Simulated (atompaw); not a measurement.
# A PAW (atompaw) potential for Nd, from input to tests

Aim: build the potential from the settings below, then test how well it stands in for the atom: scattering, ghost states and the plane-wave cutoff that it needs.

Program: atompaw 4.2.0.5. Reference atom: PBEsol, scalar-relativistic, spherical and spin-unpolarised. All values are calculated.

**1. Starting point**

Typed settings, in words:

```
element                 : neodymium (Nd, Z = 60)
type                    : PAW
frozen core             : [Kr]
valence charge          : 24
reference configuration : 4d10 4f4 5s2 5p6 5d0 6s2 6p0
partial waves           : 5s (bound): rc 2.25 bohr; 6s (bound): rc 2.35 bohr; 5p (bound): rc 2.15 bohr; 6p (bound, empty): rc 2.95 bohr; 4d (bound): rc 1.30 bohr; 5d (bound, empty): rc 1.15 bohr; 4f (bound): rc 1.10 bohr; 4f channel at 1.05 Ry: rc 1.10 bohr
local potential         : ultrasoft scheme with l = 4 at 0 Ry, radius 2.45 bohr
core correction         : smooth core density matched at 2.30 bohr
augmentation charge     : besselshape compensation charge, radius 2.45 bohr; PAW radius 2.95 bohr; waves and projectors: custom polynom vanderbiltortho
```

An earlier all-electron run gives the scale for the radii.

All-electron outer shells of the reference configuration (PBEsol, scalar-relativistic, ld1.x):

```
shell  level (eV)  outermost node (bohr)  outermost maximum (bohr)
   4s     -302.50                   0.31                      0.57
   4p     -225.70                   0.32                      0.59
   4d     -116.57                   0.29                      0.62
   5s      -40.49                   0.72                      1.32
   5p      -22.10                   0.77                      1.50
   6s       -3.52                   1.77                      3.78
   5d       -1.93                   0.88                      2.24
   4f       -1.79                      –                      0.67
   6p       -1.22                   2.14                      5.04
```

**2. Generating the potential**

File Nd.input:

```
Nd 60
GGA-PBESOL scalarrelativistic loggrid 2001 logderivrange -11 5 401
6 6 5 4 0 0
6 1 0
5 2 0
4 3 4
0 0 0
c
c
c
c
v
v
c
c
c
v
v
c
v
v
v
3
2.95 2.45 2.45 2.30
n
n
n
y
1.05
n
custom polynom vanderbiltortho besselshape
4 0 ultrasoft
2.25
2.35
2.15
2.95
1.30
1.15
1.10
1.10
PWSCFOUT
UPFDX 0.0125d0 UPFXMIN -7.d0 UPFZMESH 60.d0
END
```

Started as:

```
atompaw < Nd.input > Nd.log
```

Before running it: what results should come out? Wanted: cutoffs for 10 and 1 mRy, occupied levels; bound ghosts; largest phase difference near zero energy, channels read; lowest eigenvalue of the overlap; share of valence orbitals outside the PAW sphere; UPF file.

As calculated:

```
                                                quantity                                                      value
               cutoffs for 10 and 1 mRy, occupied levels                                          160 Ry and 260 Ry
                                            bound ghosts                                                 none found
largest phase difference near zero energy, channels read                                                  0.128 rad
         lowest eigenvalue of the overlap (Bessel basis)                                                  0.386 (s)
        share of valence orbitals outside the PAW sphere  5s 1 %, 6s 85 %, 5p 4 %, 6p 96 %, 4d 0 %, 5d 50 %, 4f 3 %
                                                UPF file                                                    written
```

In words: It counts as very hard, with 160 Ry needed at the looser tolerance. The slowest occupied level is 4f: taken alone it needs 160 Ry to come within 1 mRy, against 100 Ry for 4d. No bound ghost shows below the valence levels. Of the channels read, p scatters worst near zero energy, by up to 0.13 rad. All of this concerns the isolated atom, not yet a solid.
